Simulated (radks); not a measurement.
# Polarisabilities and dispersion coefficients of Ca, Sc⁺, Ti²⁺ and others

An exercise on one series of results from a longer session: the logs are not shown, and one member is left open.

Method: non-relativistic Kohn-Sham, LDA (Slater exchange, VWN5 correlation), spin-polarised, spherical densities, point nucleus; open shells are filled with parallel spins first. Code: radks (a radial shooting solver on a logarithmic mesh, Libxc functionals) version 1.

## The system

* species: Ca ([Ar] 4s2), Sc⁺ ([Ar] 3d1 4s1), Ti²⁺ ([Ar] 3d2), V³⁺ ([Ar] 3d2), Cr⁴⁺ ([Ar] 3d2), Mn⁵⁺ ([Ar] 3d2), Fe⁶⁺ ([Ar] 3d2), Co⁷⁺ ([Ar] 3d2), Ni⁸⁺ ([Ar] 3d2)

Set-up of the first run:

Input:

```text
Z 20
configuration [Ar] 4s2
relativity non-relativistic
functional lda,vwn5
spin polarised
nucleus point
response adiabatic LDA kernel
```

Among the steps run: Ca, [Ar] 4s2; Sc⁺, [Ar] 3d1 4s1; Ti²⁺, [Ar] 3d2; V³⁺, [Ar] 3d2; Cr⁴⁺, [Ar] 3d2; Mn⁵⁺, [Ar] 3d2; Fe⁶⁺, [Ar] 3d2; Co⁷⁺, [Ar] 3d2; Ni⁸⁺, [Ar] 3d2.

One of the session's tables, all rows but one given; the rest of the session is left out.

```
species  −ε(HOMO) (eV)  α (bohr³)  α uncoupled (bohr³)  C6 (hartree bohr⁶)
     Ca          3.848      148.6                277.4                1991
    Sc⁺         10.341      53.83                72.11               352.6
   Ti²⁺         20.735      5.149                6.449               15.45
    V³⁺         38.289      2.280                3.072               5.863
   Cr⁴⁺         59.592      1.367                1.909               2.952
   Mn⁵⁺         84.360     0.9300                1.323               1.693
   Fe⁶⁺         112.46     0.6767               0.9728               1.050
   Co⁷⁺              ?          ?                    ?                   ?
   Ni⁸⁺         178.34     0.4019               0.5836              0.4675
```

Q: Estimate the row for Co⁷⁺ from the others.

**Answer.** −ε(HOMO) (eV): 143.80; α (bohr³): 0.5138; α uncoupled (bohr³): 0.7432; C6 (hartree bohr⁶): 0.6867. In the column «−ε(HOMO) (eV)» it lies between Fe⁶⁺ (112.46) and Ni⁸⁺ (178.34).

What this shows: Uncoupled leaves out the potential induced by the response; Ca is the most polarisable and Ni⁸⁺ the least, a factor 370 apart. C8 is given only where no p, d or f shell is open. For heavy and open-shell atoms this level can miss by tens of per cent.
